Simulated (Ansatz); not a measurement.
# C4H10Sn: how energies converge with the basis set

How large a basis does C4H10Sn need? Two functionals are run in growing sets.

The runs use Ansatz 0.2.0, Gaussian basis; one geometry, several basis sets.

Levels to be run: PBE0-D4/def2-SVP; ωB97M-V/def2-SVP; PBE0-D4/def2-QZVPP; ωB97M-V/def2-QZVPP; the functionals' def2-TZVPP values are taken from earlier runs.

**1. The geometry**

The geometry comes from an earlier relaxation with PBE0-D4 in a triple-zeta def2 set; it is a stationary point, not always the lowest conformer. Sn takes the def2 core potential; no spin-orbit term is included.

SMILES `C[CH2][Sn][CH2]C`, 15 atoms, charge 0, spin multiplicity 1.

Atoms are counted from 1 here; the program's logs count them from 0.

Bond lengths: C1–C2 1.524 Å, C1–H6 1.095 Å, C1–H7 1.095 Å, C1–H8 1.093 Å, C2–Sn3 2.205 Å, C2–H9 1.093 Å, C2–H10 1.097 Å, Sn3–C4 2.206 Å, C4–C5 1.524 Å, C4–H11 1.093 Å, C4–H12 1.098 Å, C5–H13 1.095 Å, C5–H14 1.095 Å, C5–H15 1.093 Å. Angles: C2–C1–H6 111.9°, C2–C1–H7 112.1°, C2–C1–H8 111.8°, H6–C1–H7 106.6°, H6–C1–H8 107.0°, H7–C1–H8 107.1°, C1–C2–Sn3 113.5°, C1–C2–H9 110.8°, C1–C2–H10 110.4°, Sn3–C2–H9 108.3°, Sn3–C2–H10 107.1°, H9–C2–H10 106.5°, C2–Sn3–C4 94.7°, Sn3–C4–C5 114.8°, Sn3–C4–H11 108.0°, Sn3–C4–H12 106.2°, C5–C4–H11 110.9°, C5–C4–H12 110.4° and more.

**2. PBE0-D4 in def2-SVP**

The input, in.yaml:

```yaml
crystal:
  periodic: [false, false, false]
  atoms:
    - {symbol: C, position_ang: [-0.533149, 0.482616, 1.816291]}
    - {symbol: C, position_ang: [0.919991, 0.482546, 1.355648]}
    - {symbol: Sn, position_ang: [1.505017, -1.360030, 0.294954]}
    - {symbol: C, position_ang: [-0.091429, -1.211453, -1.219631]}
    - {symbol: C, position_ang: [-0.177531, 0.135041, -1.927293]}
    - {symbol: H, position_ang: [-0.746573, -0.348856, 2.495994]}
    - {symbol: H, position_ang: [-0.794010, 1.400306, 2.354333]}
    - {symbol: H, position_ang: [-1.225879, 0.394566, 0.975252]}
    - {symbol: H, position_ang: [1.596248, 0.619018, 2.203623]}
    - {symbol: H, position_ang: [1.105226, 1.320485, 0.672160]}
    - {symbol: H, position_ang: [0.050474, -2.021724, -1.939876]}
    - {symbol: H, position_ang: [-1.031454, -1.428919, -0.695571]}
    - {symbol: H, position_ang: [0.749580, 0.378361, -2.456146]}
    - {symbol: H, position_ang: [-0.978601, 0.156181, -2.674019]}
    - {symbol: H, position_ang: [-0.369810, 0.951162, -1.226317]}
basis:
  gaussian: {orbitals: def2-SVP}
hamiltonian: {xc: pbe0, dispersion: d4}
output: {orbitals: {seedname: orbitals}}
```

Run with:

```
ansatz run in.yaml --threads 2 --pin off --events-out ev --progress --plain --max-ram 20480MiB --backend cpu
```

The runs that follow: ωB97M-V in def2-SVP; PBE0-D4 in def2-QZVPP; ωB97M-V in def2-QZVPP.

Before running them: what should the planned runs give, taken together? Wanted: PBE0-D4: double and triple zeta above quadruple; ωB97M-V: double and triple zeta above quadruple.

**Answer**, as computed:

| quantity | value |
| --- | --- |
| PBE0-D4: double and triple zeta above quadruple | 5.23, 0.30 eV |
| ωB97M-V: double and triple zeta above quadruple | 5.57, 0.30 eV |

In words: For PBE0-D4 the step from double to triple zeta gains 4.93 eV and the next only 0.30 eV. Total energies overstate the basis error of differences, where much of it tends to cancel.
